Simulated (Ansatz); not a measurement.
**LiAs (triplet): from Hartree-Fock to the top rungs at distance As1–Li2 = 2.673 Å, cc-pVDZ**

Aim: climb from Hartree-Fock through coupled cluster and multireference methods for LiAs (triplet) at one geometry and basis, and see what each rung misses.

Program: Ansatz 0.2.0, Gaussian basis. Level of theory: cc-pVDZ, core rule «outside noble gas», up to 15 orbitals frozen. These are calculated values, not measurements.

To be run: UHF; CCSD(T) on ROHF; CCSD(T) on UHF; BCCD(T) on ROHF; CISD; CCSDT(Q) on ROHF; CCSDT(Q) on UHF; CASSCF and MRCISD+Q, 4 electrons in 4 orbitals; CASSCF and NEVPT2, 4 electrons in 4 orbitals; Full CI.

70 further runs of the same task are left out: 47 for a known fault of the program, 1 for a mislabelled method, 18 that didn't finish, 4 set aside as unsound or not needed.

### 1 What is computed

The geometry derives from a PBE0/def2-TZVP stationary point (not a proven minimum). One bond is set to the value named and the two fragments are kept rigid. No spin-orbit coupling is included. The filled d shell of As may be among the frozen orbitals whatever the setting's name suggests; the logs give the count.

2 atoms, charge 0, spin multiplicity 3.

Atoms are counted from 1 here; the program's logs count them from 0.

Bond lengths: As1–Li2 2.673 Å.

### 2 UHF

File in.yaml:

```yaml
crystal:
  periodic: [false, false, false]
  atoms:
    - {symbol: As, position_ang: [0.000000, 0.000000, 0.000000]}
    - {symbol: Li, position_ang: [0.000000, 0.000000, 2.673000]}
basis:
  gaussian: {orbitals: cc-pVDZ}
magnetization: {spin_polarized: true, initial_magnetization: 2}
hamiltonian: {xc: hf}
output: {orbitals: {seedname: orbitals}}
```

Run with:

```
$ ansatz run in.yaml --threads 1 --pin off --events-out ev --progress --plain --max-ram 2393MiB
```

Further steps of the session: CCSD(T) on ROHF; CCSD(T) on UHF; BCCD(T) on ROHF; CISD; CCSDT(Q) on ROHF; CCSDT(Q) on UHF; CASSCF and MRCISD+Q, 4 electrons in 4 orbitals; CASSCF and NEVPT2, 4 electrons in 4 orbitals; Full CI.

**Question.** What will the summary of the whole plan be? Wanted: FCI below the RHF energy; RMP2 from FCI; UMP2 from FCI; RCCSD from FCI; RCCSD(T) from FCI; UCCSD(T) from FCI; RCCSDT(Q) from FCI; UCCSDT(Q) from FCI; NEVPT2 pair from FCI.

As calculated:

```
                         quantity                                                                             value
         FCI below the RHF energy                                                                        -2.6864 eV
                    RMP2 from FCI                                                                        +555.7 meV
                    UMP2 from FCI                                                                        +550.9 meV
                   RCCSD from FCI                                                                         +90.8 meV
                RCCSD(T) from FCI                                                                         +23.7 meV
                UCCSD(T) from FCI                                                                         +15.8 meV
               RCCSDT(Q) from FCI                                                                          +0.5 meV
               UCCSDT(Q) from FCI                                                                          -7.0 meV
             NEVPT2 pair from FCI                                                                        +460.0 meV
           MRCISD+Q pair from FCI                                                                         -19.2 meV
levels within 1 kcal/mol (43 meV)  RCCSD(T), UCCSD(T), BCCD(T), RCCSDT, UCCSDT, RCCSDT(Q), UCCSDT(Q), MRCISD+Q pair
                    T1 diagnostic                                                                             0.034
   effectively unpaired electrons                                                                              2.05
```

RCCSD(T) lands +23.7 meV from the yardstick (0.9 % of the correlation energy). UCCSDT, UCCSDT(Q), MRCISD+Q pair fall below full CI: unrestricted runs freeze a spin-polarised core, another one than full CI's, and coupled cluster isn't variational. One determinant dominates. Of the multireference levels listed MRCISD+Q pair comes nearest in total energy (-19.2 meV), which doesn't show that its space is the better one. These misses are within one basis, not against nature; the frozen cores of restricted and unrestricted runs differ, which can shift their rows.
